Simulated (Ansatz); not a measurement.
# Ti2CuSb3: further runs on the relaxed cell

Aim: for Ti2CuSb3, measure the bulk modulus from energies at several volumes.

Program: Ansatz 0.2.0. Level of theory: DFT PBEsol, scalar-relativistic, plane waves, PAW. These are calculated values, not measurements.

## 1. The starting structure

Symmetry: P-4m2, No. 115, tetragonal system. Conventional cell: a = 3.749 Å, b = 3.749 Å, c = 8.171 Å, α = 90.00°, β = 90.00°, γ = 90.00°. Around Ti (site symmetry 2mm) lie 7 Sb at 2.81 to 2.96 Å and 2 Cu at 2.85 Å. Around Cu (site symmetry -4m2) lie 4 Sb at 2.65 Å and 4 Ti at 2.85 Å. Sb (site symmetry 2mm) has 5 Ti at 2.81 to 2.96 Å in its first shell of neighbours. Sb (site symmetry -4m2) has 4 Cu at 2.65 Å and 4 Ti at 2.85 Å in its first shell of neighbours.

Coordinates:

```xyz
6
Lattice="3.7487 0.0000 0.0000 0.0000 3.7487 0.0000 0.0000 0.0000 8.1714" Properties=species:S:1:pos:R:3 pbc="T T T"
Ti    0.0000    1.8744    6.0264
Ti    1.8744    0.0000    2.1450
Cu    0.0000    0.0000    0.0000
Sb    0.0000    1.8744    3.0654
Sb    1.8744    0.0000    5.1060
Sb    1.8744    1.8744    0.0000
```

This cell was relaxed beforehand with the same method: volume 19.14 Å³/atom, gap on the mesh none (metal).

## 2. The cell scaled to 0.97 of its volume

Contents of input.yaml:

```yaml
crystal:
  lattice:
    - [3.710852923, 0.0, 0.0]
    - [0.0, 3.710852923, 0.0]
    - [0.0, 0.0, 8.0888827086]
  atoms:
    - { symbol: Ti, position: [0.0, 0.5, 0.7375011759] }
    - { symbol: Ti, position: [0.5, 0.0, 0.2624988241] }
    - { symbol: Cu, position: [0.0, 0.0, 0.0] }
    - { symbol: Sb, position: [0.0, 0.5, 0.3751423662] }
    - { symbol: Sb, position: [0.5, 0.0, 0.6248576338] }
    - { symbol: Sb, position: [0.5, 0.5, 0.0] }
basis:
  ecutwfc: 420
kpoints:
  mp_grid: { grid: [10, 10, 6] }
hamiltonian:
  xc: pbesol
scf:
  occupations: { method: gaussian, width: 0.1 }
output:
  forces: true
  stress: true
  eigenvalues: true
relax:
  adjacent_minimum: "off"
  f_tol: 0.01
  max_steps: 30
  cell: { stress_tol: 0.1, fix: [volume] }
```

Run with:

```
> ansatz run input.yaml --threads 1 --pin off --max-ram 2560MiB --backend cpu --events-out ev --progress --plain --runs-dir out
```

## 3. Volume × 1.03

Changes to input.yaml since step 2:

```diff
@@ -2,5 +2,5 @@
   lattice:
-    - [3.710852923, 0.0, 0.0]
-    - [0.0, 3.710852923, 0.0]
-    - [0.0, 0.0, 8.0888827086]
+    - [3.785839852, 0.0, 0.0]
+    - [0.0, 3.785839852, 0.0]
+    - [0.0, 0.0, 8.2523385193]
   atoms:
```

## 4. Volume × 0.94

Contents of input.yaml:

```yaml
crystal:
  lattice:
    - [3.6731287164, 0.0, 0.0]
    - [0.0, 3.6731287164, 0.0]
    - [0.0, 0.0, 8.000550041]
  atoms:
    - { symbol: Ti, position: [0.0, 0.5, 0.7375652693] }
    - { symbol: Ti, position: [0.5, 0.0, 0.2624347307] }
    - { symbol: Cu, position: [0.0, 0.0, 0.0] }
    - { symbol: Sb, position: [0.0, 0.5, 0.375689435] }
    - { symbol: Sb, position: [0.5, 0.0, 0.624310565] }
    - { symbol: Sb, position: [0.5, 0.5, 0.0] }
basis:
  ecutwfc: 420
kpoints:
  mp_grid: { grid: [10, 10, 6] }
hamiltonian:
  xc: pbesol
scf:
  occupations: { method: gaussian, width: 0.1 }
output:
  forces: true
  stress: true
  eigenvalues: true
relax:
  adjacent_minimum: "off"
  f_tol: 0.01
  max_steps: 30
  cell: { stress_tol: 0.1, fix: [volume] }
```

## 5. Volume × 1.06

Contents of input.yaml:

```yaml
crystal:
  lattice:
    - [3.8212416498, 0.0, 0.0]
    - [0.0, 3.8212416498, 0.0]
    - [0.0, 0.0, 8.3360660511]
  atoms:
    - { symbol: Ti, position: [0.0, 0.5, 0.7374709121] }
    - { symbol: Ti, position: [0.5, 0.0, 0.2625290879] }
    - { symbol: Cu, position: [0.0, 0.0, 0.0] }
    - { symbol: Sb, position: [0.0, 0.5, 0.3746118219] }
    - { symbol: Sb, position: [0.5, 0.0, 0.6253881781] }
    - { symbol: Sb, position: [0.5, 0.5, 0.0] }
basis:
  ecutwfc: 420
kpoints:
  mp_grid: { grid: [10, 10, 6] }
hamiltonian:
  xc: pbesol
scf:
  occupations: { method: gaussian, width: 0.1 }
output:
  forces: true
  stress: true
  eigenvalues: true
relax:
  adjacent_minimum: "off"
  f_tol: 0.01
  max_steps: 30
  cell: { stress_tol: 0.1, fix: [volume] }
```

## 6. The cell scaled to 0.91 of its volume

Contents of input.yaml:

```yaml
crystal:
  lattice:
    - [3.6345418909, 0.0, 0.0]
    - [0.0, 3.6345418909, 0.0]
    - [0.0, 0.0, 7.9105434807]
  atoms:
    - { symbol: Ti, position: [0.0, 0.5, 0.7376035684] }
    - { symbol: Ti, position: [0.5, 0.0, 0.2623964316] }
    - { symbol: Cu, position: [0.0, 0.0, 0.0] }
    - { symbol: Sb, position: [0.0, 0.5, 0.3760994235] }
    - { symbol: Sb, position: [0.5, 0.0, 0.6239005765] }
    - { symbol: Sb, position: [0.5, 0.5, 0.0] }
basis:
  ecutwfc: 420
kpoints:
  mp_grid: { grid: [10, 10, 6] }
hamiltonian:
  xc: pbesol
scf:
  occupations: { method: gaussian, width: 0.1 }
output:
  forces: true
  stress: true
  eigenvalues: true
relax:
  adjacent_minimum: "off"
  f_tol: 0.01
  max_steps: 30
  cell: { stress_tol: 0.1, fix: [volume] }
```

## 7. Point at V/V0 = 1.10

Contents of input.yaml:

```yaml
crystal:
  lattice:
    - [3.867361233, 0.0, 0.0]
    - [0.0, 3.867361233, 0.0]
    - [0.0, 0.0, 8.4455413668]
  atoms:
    - { symbol: Ti, position: [0.0, 0.5, 0.7373361397] }
    - { symbol: Ti, position: [0.5, 0.0, 0.2626638603] }
    - { symbol: Cu, position: [0.0, 0.0, 0.0] }
    - { symbol: Sb, position: [0.0, 0.5, 0.3739583433] }
    - { symbol: Sb, position: [0.5, 0.0, 0.6260416567] }
    - { symbol: Sb, position: [0.5, 0.5, 0.0] }
basis:
  ecutwfc: 420
kpoints:
  mp_grid: { grid: [10, 10, 6] }
hamiltonian:
  xc: pbesol
scf:
  occupations: { method: gaussian, width: 0.1 }
output:
  forces: true
  stress: true
  eigenvalues: true
relax:
  adjacent_minimum: "off"
  f_tol: 0.01
  max_steps: 30
  cell: { stress_tol: 0.1, fix: [volume] }
```

## 8. The cell scaled to 0.88 of its volume

Contents of input.yaml:

```yaml
crystal:
  lattice:
    - [3.5953229588, 0.0, 0.0]
    - [0.0, 3.5953229588, 0.0]
    - [0.0, 0.0, 7.8175585629]
  atoms:
    - { symbol: Ti, position: [0.0, 0.5, 0.7376162869] }
    - { symbol: Ti, position: [0.5, 0.0, 0.2623837131] }
    - { symbol: Cu, position: [0.0, 0.0, 0.0] }
    - { symbol: Sb, position: [0.0, 0.5, 0.3763835869] }
    - { symbol: Sb, position: [0.5, 0.0, 0.6236164131] }
    - { symbol: Sb, position: [0.5, 0.5, 0.0] }
basis:
  ecutwfc: 420
kpoints:
  mp_grid: { grid: [10, 10, 6] }
hamiltonian:
  xc: pbesol
scf:
  occupations: { method: gaussian, width: 0.1 }
output:
  forces: true
  stress: true
  eigenvalues: true
relax:
  adjacent_minimum: "off"
  f_tol: 0.01
  max_steps: 30
  cell: { stress_tol: 0.1, fix: [volume] }
```

(Steps that only read results are left out.)

**Question.** What will these runs give? Wanted: equilibrium volume of the fit; bulk modulus.

As calculated:

```
                     quantity          value
equilibrium volume of the fit  19.13 Å³/atom
                 bulk modulus        105 GPa
      its pressure derivative            4.5
```

The fit puts the minimum at 19.13 Å³/atom with B = 105 GPa and B' = 4.5. Spin-orbit coupling is left out for Sb.
